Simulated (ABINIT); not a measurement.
Set up this calculation in ABINIT 10.8.3 (patched build), as the native input.

```yaml
Task: relaxation of cell and atoms
Functional: PBE
Potentials_or_basis: JTH PAW PBE v2.0
Cutoff: 517 eV
k_mesh: 10 × 10 × 10
Occupations: fermi-dirac, width 0.05 eV
Spin: no spin polarisation
Target_pressure: 30 GPa
Cell_freedom_optcell: 2
Cutoff_smearing_ecutsm_Ha: 0.5
Optimiser_ionmov: 2
Force_stop_Ha/bohr: 0.0002
Fine-grid_cutoff: 1034.03 eV
```

HfB:

```
Hf B
1.0
     0.00000    2.31000    2.31000
     2.31000    0.00000    2.31000
     2.31000    2.31000    0.00000
Hf B
1 1
Direct
  0.50000 0.50000 0.50000
  0.00000 0.00000 0.00000
```

The input as run:

run.abi

```
# Pseudopotentials
pp_dirpath "./"
pseudos "Hf.GGA_PBE-JTH.xml, B.GGA_PBE-JTH.xml"

# Structure
acell 3*1.0
rprim
     0.0000000000     4.3652673479     4.3652673479
     4.3652673479     0.0000000000     4.3652673479
     4.3652673479     4.3652673479     0.0000000000
ntypat 2
znucl 72 5
natom 2
typat 1 2
xred
     0.5000000000     0.5000000000     0.5000000000
     0.0000000000     0.0000000000     0.0000000000
chkprim 0
chksymtnons 0
tolsym 1.0e-6

# Plane-wave basis
ecut 19.0
pawecutdg 38.0
pawxcdev 0
pawovlp -1

# k points
kptopt 1
ngkpt 10 10 10
nshiftk 1
shiftk 0.0 0.0 0.0

# Exchange and correlation
ixc 11

# Bands and occupations
nband 12
occopt 3
tsmear 0.05 eV

# SCF cycle
nstep 100
tolvrs 1.0e-9

# Output
iomode 3
prtwf 0
prtden 0
prteig 0
prtebands 0
enunit 1

# Relaxation
ionmov 2
ntime 60
tolmxf 0.0002
optcell 2
dilatmx 1.08
ecutsm 0.5
strtarget 3*-1.019679e-03 3*0.0
```

Potentials or basis: JTH PAW PBE v2.0.

Command:

```bash
$ abinit run.abi > log 2>&1
```

It gave:

| Quantity | Value |
| --- | --- |
| Relaxed volume | 12.37 Å³/atom |
| Relaxed cell | a = 3.271 Å, b = 3.271 Å, c = 3.271 Å, α = 60.00°, β = 60.00°, γ = 60.00° |
| Space group after relaxing (to 0.05 Å) | Fm-3m (No. 225) |
| Energy change on relaxing (the enthalpy is what falls) | -8.4 meV/atom |
| Ionic steps | 3 |
| Pressure after relaxing | 30.0 GPa |
| Band gap on the k mesh | none (metal or under the smearing width) |
| Valence electrons inside the program's atomic spheres | Hf 9.76; B 1.83 |

It took 41 s on 1 thread of Arm Neoverse V1, on a shared host, peak memory 0.12 GiB.
